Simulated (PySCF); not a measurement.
# [Dy(NH3)]3+: other functionals and bases at one geometry

The task here is to estimate one member of a computed series from the others.

Method: several levels, as the steps say, no spin–orbit coupling; program: PySCF 2.14.0.

3 further runs of the same task are left out: 2 for a known fault of the program, 1 that didn't finish.

## Starting geometry

5 atoms, charge 3, spin multiplicity 1.

Bond lengths: Dy1–N2 2.319 Å, N2–H3 1.059 Å, N2–H4 1.059 Å, N2–H5 1.059 Å. Angles: Dy1–N2–H3 116.0°, Dy1–N2–H4 116.0°, Dy1–N2–H5 116.0°, H3–N2–H4 102.2°, H3–N2–H5 102.2°, H4–N2–H5 102.2°.

Geometry (Å):

```tsv
atom	x (Å)	y (Å)	z (Å)
Dy1	0.0000	0.0000	-0.1313
N2	0.0000	0.0000	2.1873
H3	0.9517	0.0000	2.6517
H4	-0.4759	0.8241	2.6517
H5	-0.4758	-0.8242	2.6517
```

Formal oxidation states: Dy +3. Each metal's 9 4f electrons lie in its core potential, so multiplicities, spins and levels count the valence alone. An earlier session relaxed this geometry at PBE, Dy lcecp-1-SVP with ECP55, N def2-SVP, H def2-SVP (singlet, point group C3v).

At PBE on the finer grid: E = -92.197992 Eh, HOMO -26.50 eV, LUMO -21.48 eV, Mulliken charge on Dy1 +2.41 e, largest force component 0.006 eV/Å. 

Levels to run: CAM-B3LYP; HF; revPBE; PBE0; PBE, TZVP. Hardware: 2 threads of Intel Xeon at 2.50GHz (Skylake/Cascade Lake), shared host.

The first run:

run.py (the lines that set the calculation) reads:

```python
mol = gto.M(atom='''
Dy     0.00000     0.00000    -0.13134
N      0.00000     0.00000     2.18730
H      0.95166     0.00004     2.65170
H     -0.47586     0.82414     2.65170
H     -0.47580    -0.82418     2.65170''',
    basis={'Dy': 'lcecp-1-SVP', 'N': 'def2-SVP', 'H': 'def2-SVP'},
    ecp={'Dy': 'lcecp-1-SVP'},
    charge=3, spin=0)
mf = dft.RKS(mol, xc='CAMB3LYP')
mf.grids.atom_grid = (75, 302)  # f atoms: unpruned, at least (60, 302)
mf = mf.density_fit()  # fitting sets: Dy AutoAux, N def2-universal-JKFIT, H def2-universal-JKFIT
mf.conv_tol = 1e-08; mf.max_cycle = 55
mf.kernel(dm0)  # dm0: the density of the relaxed state
```

Run with:

```console
$ OMP_NUM_THREADS=2 python run.py
```

Steps of the session up to this table: CAM-B3LYP; HF; revPBE; PBE0; PBE, TZVP.

One of the session's tables, all rows but one given; the rest of the session is left out.

| level | HOMO (eV) | gap (eV) | charge on Dy1 (e) | dipole (D) | largest force component (eV/Å) |
| --- | --- | --- | --- | --- | --- |
| PBE (relaxed here) | -26.50 | 5.02 | 2.41 | 4.36 | 0.01 |
| CAM-B3LYP | -29.20 | 9.92 | 2.47 | 3.85 | 0.35 |
| HF | ? | ? | ? | ? | ? |
| revPBE | -26.46 | 5.03 | 2.42 | 4.30 | 0.16 |
| PBE0 | -27.86 | 7.50 | 2.46 | 3.99 | 0.37 |
| PBE, TZVP | -26.42 | 4.96 | 2.52 | 4.39 | 0.34 |

Estimate the missing values for HF.

The run gave: HOMO (eV): -31.19; gap (eV): 14.45; charge on Dy1 (e): 2.59; dipole (D): 3.15; largest force component (eV/Å): 1.62. In the column «HOMO (eV)» it is the lowest.

The dipole of a charged species depends on the origin, so these sizes hold for this origin alone.

In one basis the HOMO–LUMO gap runs from 5.02 eV (PBE) to 14.45 eV (HF). The largest leftover force, 1.62 eV/Å with HF, stands at a geometry relaxed at another level. With 4f in the core, its levels are missing from HOMO and gap, and its count is fixed, so no charge can pass from the ligands into it. Total energies of different levels can't be compared.
